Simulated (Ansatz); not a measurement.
# AsH₉SSi₂ (built from SMILES [AsH3].[SiH3][SiH2]S): search for a transition state

Wanted: the transition state of a four-centre ligand exchange (form Si1–As7, S2–H6 and break Si1–S2, H6–As7). The guess is relaxed with those distances held, a saddle search follows, and vibrations and two downhill relaxations check it.

Computed with Ansatz 0.2.0, Gaussian basis. Level: PBE0-D4, def2-SVP first, then def2-TZVP.

## (1) Where the work starts

The guess: 13 atoms, charge 0, spin multiplicity 1.

Atoms are counted from 1 here; the program's logs count them from 0.

Bond lengths: Si1–H3 1.479 Å, Si1–H4 1.472 Å, Si1–Si5 2.354 Å, Si1–As7 2.481 Å, S2–H8 1.324 Å, Si5–H9 1.493 Å, Si5–H10 1.455 Å, Si5–H11 1.463 Å, H6–As7 1.629 Å, As7–H12 1.488 Å, As7–H13 1.491 Å. Angles: H3–Si1–H4 103.4°, H3–Si1–Si5 123.3°, H3–Si1–As7 94.2°, H4–Si1–Si5 121.9°, H4–Si1–As7 95.3°, Si5–Si1–As7 111.9°, Si1–Si5–H9 100.1°, Si1–Si5–H10 114.7°, Si1–Si5–H11 111.9°, H9–Si5–H10 103.2°, H9–Si5–H11 102.4°, H10–Si5–H11 120.7°, Si1–As7–H6 71.6°, Si1–As7–H12 115.6°, Si1–As7–H13 132.5°, H6–As7–H12 82.1°, H6–As7–H13 78.4°, H12–As7–H13 95.1°.

Geometry (Å):

```
Si   -1.28440    0.58760    0.46560
S     1.10330   -1.86970    0.13580
H    -2.07670    1.81700    0.24510
H    -2.31020   -0.44510    0.68770
Si    0.77360    0.56330    1.60860
H    -0.02350   -0.87960   -1.12030
As   -1.00410    0.11780   -1.95480
H     2.20370   -1.52970   -0.51770
H     0.64260    1.81720    2.40910
H     0.89330   -0.47030    2.62580
H     1.89540    0.87170    0.72150
H     0.28720    0.55570   -2.55020
H    -1.10010   -1.13610   -2.75630
```

Distances that are to change: Si1–As7 2.48 Å, S2–H6 1.96 Å, Si1–S2 3.44 Å, H6–As7 1.63 Å.

## (2) Constrained relaxation of the guess

Input file hold/in.yaml:

```yaml
crystal:
  periodic: [false, false, false]
  atoms:
    - {symbol: Si, position_ang: [-1.284400, 0.587600, 0.465600]}
    - {symbol: S, position_ang: [1.103300, -1.869700, 0.135800]}
    - {symbol: H, position_ang: [-2.076700, 1.817000, 0.245100]}
    - {symbol: H, position_ang: [-2.310200, -0.445100, 0.687700]}
    - {symbol: Si, position_ang: [0.773600, 0.563300, 1.608600]}
    - {symbol: H, position_ang: [-0.023500, -0.879600, -1.120300]}
    - {symbol: As, position_ang: [-1.004100, 0.117800, -1.954800]}
    - {symbol: H, position_ang: [2.203700, -1.529700, -0.517700]}
    - {symbol: H, position_ang: [0.642600, 1.817200, 2.409100]}
    - {symbol: H, position_ang: [0.893300, -0.470300, 2.625800]}
    - {symbol: H, position_ang: [1.895400, 0.871700, 0.721500]}
    - {symbol: H, position_ang: [0.287200, 0.555700, -2.550200]}
    - {symbol: H, position_ang: [-1.100100, -1.136100, -2.756300]}
basis:
  gaussian: {orbitals: def2-SVP}
hamiltonian: {xc: pbe0, dispersion: d4}
relax: {f_tol: 0.04, max_steps: 150, escape_saddle: false, constraints: [{distance: [0, 6]}, {distance: [1, 5]}, {distance: [0, 1]}, {distance: [5, 6]}]}
```

Command:

```sh
$ ansatz run in.yaml --threads 8 --pin off --events-out ev --progress --plain --max-ram 19148MiB
```

The log of the run (excerpt; [...] marks lines left out):

```text
Functional definition: PBE0
  name "PBE0"
  cite "Adamo & Barone, J. Chem. Phys. 110, 6158 (1999) doi:10.1063/1.478522"
  cite "Perdew, Burke & Ernzerhof, Phys. Rev. Lett. 77, 3865 (1996) doi:10.1103/PhysRevLett.77.3865"
  parent pbe
[...]
1351 factors; integrals over basis functions are off by at most 3.7e-4 eV
[...]
mean field -87541.91533716 eV, -3217.1060505992 hartree, gradient 4.2e-5 eV, S^2 0.000000; 0 other end points of the search recorded, 0 dependent functions left out
[...]
reference -87541.91536667 eV, -3217.1060516838 hartree; 43, 43 occupied and 88, 88 virtual orbitals, 1351 factors
relax step   1: F+E_penalty+E_count = -87542.25931126 eV  Δ(F+E_penalty+E_count) = +0.000e0 eV  max|allowed force component| = 6.915e-1 eV/Å  Δτ_max = 0.0000 Å  (26 SCF iters, accepted)
[...]
relax step   3: F+E_penalty+E_count = -87542.46974836 eV  Δ(F+E_penalty+E_count) = -3.734e-2 eV  max|allowed force component| = 2.500e-1 eV/Å  Δτ_max = 0.1069 Å  (26 SCF iters, accepted)
[...]
relax step   5: F+E_penalty+E_count = -87542.51152955 eV  Δ(F+E_penalty+E_count) = -1.313e-2 eV  max|allowed force component| = 1.598e-1 eV/Å  Δτ_max = 0.0864 Å  (26 SCF iters, accepted)
[...]
relax step   7: F+E_penalty+E_count = -87542.52447126 eV  Δ(F+E_penalty+E_count) = -5.022e-3 eV  max|allowed force component| = 6.904e-2 eV/Å  Δτ_max = 0.0547 Å  (26 SCF iters, accepted)
[...]
mean field -87542.18328343 eV, -3217.1158974430 hartree, gradient 8.3e-5 eV, S^2 0.000000; 1 other end points of the search recorded, 0 dependent functions left out
[...]
reference -87542.18331202 eV, -3217.1158984938 hartree; 43, 43 occupied and 88, 88 virtual orbitals, 1351 factors
Total energy: -87542.53177350 eV, -3217.1287042168 hartree
Atom 0 at    -1.318505     0.494168     0.438360 Å, force     0.284901    -0.244863    -0.583829 eV/Å
Atom 1 at     0.863296    -2.128915    -0.017031 Å, force    -0.683623     0.950741    -0.543324 eV/Å
Atom 2 at    -2.251900     1.662276     0.513349 Å, force    -0.003441     0.000843    -0.003951 eV/Å
Atom 3 at    -2.081061    -0.771365     0.627529 Å, force     0.000746     0.002412    -0.002840 eV/Å
Atom 4 at     0.739860     0.717935     1.544022 Å, force     0.007382    -0.004875    -0.002092 eV/Å
Atom 5 at    -0.088063    -0.778595    -1.065512 Å, force     1.502591    -2.225646     1.798870 eV/Å
Atom 6 at    -0.826917     0.341164    -1.989097 Å, force    -1.075720     1.526443    -0.666197 eV/Å
Atom 7 at     2.035029    -1.652749    -0.494260 Å, force    -0.015934    -0.002130     0.001746 eV/Å
Atom 8 at     0.636094     2.068945     2.201947 Å, force    -0.003226     0.003963     0.005050 eV/Å
Atom 9 at     0.932838    -0.297671     2.610451 Å, force    -0.001801     0.000953    -0.000579 eV/Å
Atom 10 at     1.842830     0.817385     0.548099 Å, force    -0.000537     0.000815    -0.004120 eV/Å
Atom 11 at     0.636887     0.524463    -2.300299 Å, force    -0.010029    -0.001742     0.002226 eV/Å
Atom 12 at    -1.120289    -0.997241    -2.617658 Å, force    -0.001310    -0.006914    -0.000959 eV/Å
Dipole moment:    -0.294856     0.575643    -0.292721 e Å
```

Run time: 15 s. Hardware: 8 threads of Arm Neoverse V2, shared host; peak memory 0.36 GiB.

The steps of the relaxation:

| step | energy from step 1 (eV) | largest force component (eV/Å) |
| --- | --- | --- |
| 1 | 0.0000 | 0.6915 |
| 2 | -0.1731 | 0.5549 |
| 3 | -0.2104 | 0.2500 |
| 4 | -0.2391 | 0.1469 |
| 5 | -0.2522 | 0.1598 |
| 6 | -0.2601 | 0.0864 |
| 7 | -0.2652 | 0.0690 |
| 8 | -0.2710 | 0.0906 |
| 9 | -0.2721 | 0.0497 |
| 10 | -0.2724 | 0.0159 |

Close pairs (by a distance rule), those that changed most:

| bond | before (Å) | after (Å) | change (Å) |
| --- | --- | --- | --- |
| Si5–H10 | 1.455 | 1.485 | +0.030 |
| S2–H8 | 1.324 | 1.352 | +0.028 |
| Si5–H11 | 1.463 | 1.489 | +0.026 |
| As7–H12 | 1.488 | 1.508 | +0.020 |
| Si1–H3 | 1.479 | 1.497 | +0.018 |
| Si1–H4 | 1.472 | 1.490 | +0.017 |
| As7–H13 | 1.491 | 1.507 | +0.016 |
| Si5–H9 | 1.493 | 1.506 | +0.013 |

## (3) A starting Hessian

Input file hessian/in.yaml:

```yaml
crystal:
  periodic: [false, false, false]
  atoms:
    - {symbol: Si, position_ang: [-1.318505, 0.494168, 0.438360]}
    - {symbol: S, position_ang: [0.863296, -2.128915, -0.017031]}
    - {symbol: H, position_ang: [-2.251900, 1.662276, 0.513349]}
    - {symbol: H, position_ang: [-2.081061, -0.771365, 0.627529]}
    - {symbol: Si, position_ang: [0.739860, 0.717935, 1.544022]}
    - {symbol: H, position_ang: [-0.088063, -0.778595, -1.065512]}
    - {symbol: As, position_ang: [-0.826917, 0.341164, -1.989097]}
    - {symbol: H, position_ang: [2.035029, -1.652749, -0.494260]}
    - {symbol: H, position_ang: [0.636094, 2.068945, 2.201947]}
    - {symbol: H, position_ang: [0.932838, -0.297671, 2.610451]}
    - {symbol: H, position_ang: [1.842830, 0.817385, 0.548099]}
    - {symbol: H, position_ang: [0.636887, 0.524463, -2.300299]}
    - {symbol: H, position_ang: [-1.120289, -0.997241, -2.617658]}
basis:
  gaussian: {orbitals: def2-SVP}
hamiltonian: {xc: pbe0, dispersion: d4}
phonons: {}
scf: {lower_state_search: off}
```

Command:

```sh
$ ansatz run in.yaml --threads 8 --pin off --events-out ev --progress --plain --max-ram 19148MiB
```

The log of the run (excerpt; [...] marks lines left out):

```text
[... 5 set-up lines as earlier in the session ...]
[...]
1359 factors; integrals over basis functions are off by at most 3.0e-4 eV
[...]
mean field -87542.18333472 eV, -3217.1158993280 hartree, gradient 2.0e-6 eV, S^2 0.000000; 0 other end points of the search recorded, 0 dependent functions left out
[...]
reference -87542.18336325 eV, -3217.1159003764 hartree; 43, 43 occupied and 88, 88 virtual orbitals, 1359 factors
[... from here to the last solve, the lines of the solves are left out (77 solves) ...]
1359 factors; integrals over basis functions are off by at most 3.0e-4 eV
mean field -87542.18334162 eV, -3217.1158995814 hartree, gradient 1.8e-6 eV, S^2 0.000000; 0 other end points of the search recorded, 0 dependent functions left out
[...]
WARN: phonons: modes at or below zero, which the zero-point energy, F, S and C_V leave out: 1, the lowest at -346.53 cm⁻¹. A minimum has none, and a first-order saddle one
[...]
Atom 6 at    -0.826917     0.341164    -1.989097 Å, force    -1.075394     1.526648    -0.666142 eV/Å
Atom 7 at     2.035029    -1.652749    -0.494260 Å, force    -0.015825    -0.002069     0.001758 eV/Å
Atom 8 at     0.636094     2.068945     2.201947 Å, force    -0.003238     0.003952     0.005074 eV/Å
Atom 9 at     0.932838    -0.297671     2.610451 Å, force    -0.001826     0.000938    -0.000578 eV/Å
Atom 10 at     1.842830     0.817385     0.548099 Å, force    -0.000600     0.000822    -0.004238 eV/Å
Atom 11 at     0.636887     0.524463    -2.300299 Å, force    -0.010062    -0.001892     0.002296 eV/Å
Atom 12 at    -1.120289    -0.997241    -2.617658 Å, force    -0.001297    -0.006874    -0.001092 eV/Å
Dipole moment:    -0.294851     0.575646    -0.292716 e Å
Vibrations: -346.53 62.66 94.08 138.24 212.82 224.08 254.39 270.54 285.54 378.14 423.92 449.38 480.45 540.28 579.54 628.69 692.75 728.33 846.27 892.54 917.74 925.24 942.81 959.42 1313.35 2166.74 2216.50 2249.57 2261.81 2275.21 2284.08 2312.87 2709.66 cm⁻¹, zero-point energy 1.966242 eV
Checks for a lower state left out: stability, starts, cluster_reference, orbital_swaps, neighbouring_geometries, increment
```

Run time: 65 s. Hardware: 8 threads of Arm Neoverse V2, shared host; peak memory 0.33 GiB.

The structure is not stationary yet, so these wavenumbers are no spectrum; the search needs only the force constants.

## (4) Saddle search in the small basis

A small driver takes partitioned rational-function steps: uphill along one mode, downhill along the rest. It calls the program once a step for energy and forces and updates the Hessian by Bofill's formula. It stops when the largest force is under 0.04 eV/Å and the followed curvature is negative. The first step's input:

Input file presaddle/in.yaml:

```yaml
crystal:
  periodic: [false, false, false]
  atoms:
    - {symbol: Si, position_ang: [-1.318505, 0.494168, 0.438360]}
    - {symbol: S, position_ang: [0.863296, -2.128915, -0.017031]}
    - {symbol: H, position_ang: [-2.251900, 1.662276, 0.513349]}
    - {symbol: H, position_ang: [-2.081061, -0.771365, 0.627529]}
    - {symbol: Si, position_ang: [0.739860, 0.717935, 1.544022]}
    - {symbol: H, position_ang: [-0.088063, -0.778595, -1.065512]}
    - {symbol: As, position_ang: [-0.826917, 0.341164, -1.989097]}
    - {symbol: H, position_ang: [2.035029, -1.652749, -0.494260]}
    - {symbol: H, position_ang: [0.636094, 2.068945, 2.201947]}
    - {symbol: H, position_ang: [0.932838, -0.297671, 2.610451]}
    - {symbol: H, position_ang: [1.842830, 0.817385, 0.548099]}
    - {symbol: H, position_ang: [0.636887, 0.524463, -2.300299]}
    - {symbol: H, position_ang: [-1.120289, -0.997241, -2.617658]}
basis:
  gaussian: {orbitals: def2-SVP}
hamiltonian: {xc: pbe0, dispersion: d4}
output: {forces: true}
scf: {lower_state_search: off}
```

Command:

```sh
$ ansatz run in.yaml --threads 8 --pin off --events-out ev --progress --plain --max-ram 19148MiB
```

The driver's record:

```
step   energy (eV)  largest force (eV/Å)  followed curvature (eV/Å²)
   1  -87542.53180                2.2260                       -1.75
   2  -87542.43706                1.7791                       -1.73
   3  -87542.31991                1.2151                       -1.82
   4  -87542.39089                1.2197                       -1.81
   5  -87542.29044                2.0149                       -1.63
   6  -87542.55167                1.2208                       -1.83
   7  -87542.60503                1.9289                       -2.82
   8  -87542.58900                1.5393                       -2.16
   9  -87542.61923                0.9422                       -0.96
  10  -87542.69848                1.0439                       -1.94
  11  -87542.82806                0.8617                       -2.71
  14  -87542.83384                0.9569                       -2.43
  17  -87542.83203                0.8263                       -2.82
  20  -87542.82198                0.6044                       -2.08
  23  -87542.78897                0.3248                       -1.40
  26  -87542.77705                0.2976                       -0.90
  29  -87542.78386                0.2006                       -0.87
  32  -87542.79311                0.2648                       -0.83
  35  -87542.79917                0.3263                       -0.18
  38  -87542.81032                0.1608                       -0.07
  41  -87542.81631                0.3532                       -0.30
  44  -87542.99360                0.6035                       -0.58
  47  -87543.51113                1.4011                       -1.03
  50  -87543.29018                0.5118                       -3.07
  53  -87543.48063                0.6111                       -2.91
  54  -87543.49798                0.4807                       -2.52
  55  -87543.43295                0.7570                       -0.16
  56  -87543.43047                0.5209                       -0.23
  57  -87543.45663                0.4112                       -0.32
  58  -87543.47015                0.3904                       -0.38
  59  -87543.44022                0.3336                       -0.19
  60  -87543.40098                0.3307                       -0.23
```

The 60 steps took 62 s in all (8 threads of Arm Neoverse V2, shared host).

## (5) Summary of results

```
               quantity                         value
                 search  not converged after 60 steps
     last largest force                    0.331 eV/Å
last followed curvature                   -0.23 eV/Å²
```

In words: No saddle point was found from this guess, so no barrier can be given. The curvature is negative, but the forces are still above the tolerance.
